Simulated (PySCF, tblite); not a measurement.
# C6H10N2: geometry, infrared bands and NMR shifts

What infrared bands and NMR shifts should C6H10N2 (`C=C/C=N/N=C\CC`) show?

Computed with tblite 0.8.0 and PySCF 2.14.0, with density-fitted response routines of our own, on a single molecule in the gas phase. Atoms count from 0, in the outputs and in this text.

## (1) Starting geometry

18 atoms, charge 0, multiplicity 1; geometry from: force field or distance geometry start.

Bonds of the start (Å): C0–C1 1.32, C1–C2 1.48, C2–N3 1.28, N3–N4 1.38, N4–C5 1.29, C5–C6 1.51, C6–C7 1.51, C0–H8 1.09, C0–H9 1.09, C1–H10 1.09, C2–H11 1.11, C5–H12 1.10, C6–H13 1.09, C6–H14 1.10, C7–H15 1.10, C7–H16 1.09, C7–H17 1.08.

## (2) Geometry optimisation with GFN2-xTB

The job: settings as JSON, then the geometry in Å.

```
{"job": {"kind": "relax", "xc": "GFN2-xTB", "basis": "xTB"}, "charge": 0, "multiplicity": 1}
C     -3.994000    -0.658500    -0.130600
C     -2.693200    -0.841400     0.015900
C     -1.761300     0.305300     0.088100
N     -0.496500     0.158300     0.225700
N      0.153400     1.376500     0.267600
C      1.437100     1.281700     0.397700
C      2.250100     0.018500     0.518700
C      2.887200    -0.316000    -0.810900
H     -4.672600    -1.507900    -0.172100
H     -4.444100     0.332900    -0.212600
H     -2.251100    -1.834000     0.111400
H     -2.232300     1.307400    -0.003600
H      2.012700     2.224700     0.405200
H      1.642400    -0.820200     0.871900
H      3.028400     0.200800     1.270300
H      2.111700    -0.501900    -1.563400
H      3.502400    -1.214900    -0.727200
H      3.511100     0.495200    -1.170400
```

Launch:

```sh
> OMP_NUM_THREADS=1 python probes_run.py task.json out
```

The driver reads the jobs from task.json and runs them one after another.

**Question.** This job is followed by: GFN2-xTB harmonic vibrations, gas phase; GIAO PBE0/pcSseg-1 NMR shielding, non-relativistic, gas phase. Predict these results of the whole session: strongest single infrared mode (GFN2-xTB); zero-point energy (GFN2-xTB); ¹³C shifts against TMS (PBE0/pcSseg-1); ¹H shifts against TMS (PBE0/pcSseg-1, means over atoms taken as alike); ¹⁵N shifts against NH3 (PBE0/pcSseg-1); surface potential, 1st and 99th percentile.

The runs gave:

| quantity | value |
| --- | --- |
| strongest single infrared mode (GFN2-xTB) | 2914 cm⁻¹, 77 km/mol |
| zero-point energy (GFN2-xTB) | 92.8 kcal/mol |
| ¹³C shifts against TMS (PBE0/pcSseg-1) | 145.7, 130.6, 130.1, 124.4, 24.1, 14.2 ppm |
| ¹H shifts against TMS (PBE0/pcSseg-1, means over atoms taken as alike) | 6.77, 6.66, 6.19, 5.67, 5.62, 2.02, 1.13 ppm |
| ¹⁵N shifts against NH3 (PBE0/pcSseg-1) | 397.0, 387.9 ppm |
| surface potential, 1st and 99th percentile | -1.34 V and 0.86 V |

In words: Relaxing lowered the energy by 0.595 eV in 125 steps; the close pair that moved most is N3–N4, from 1.381 to 1.277 Å. No mode is imaginary among the 48: a minimum at this level. The strongest single mode, at 2914 cm⁻¹, moves mainly H11. GFN2-xTB is a fitted tight-binding method: band positions and strengths are rough. Its intensities can rank the bands wrongly. C1 (alkene CH) lies farthest downfield among carbon, at 145.7 ppm; as expected for a trigonal carbon in a double bond. H10 (hydrogen on an alkene CH) lies farthest downfield among hydrogen, at 6.77 ppm; attached to an sp2 carbon and in the plane of the double bond. At PBE0/pcSseg-1: Shielding is most anisotropic at N3 (span 521 ppm, paramagnetic term -457 ppm). By nearest atom (PBE0/pcSseg-1), the HOMO sits on N4 30 %; C0, C2 about 16 % each and the LUMO on N3 25 %; C0 20 %.
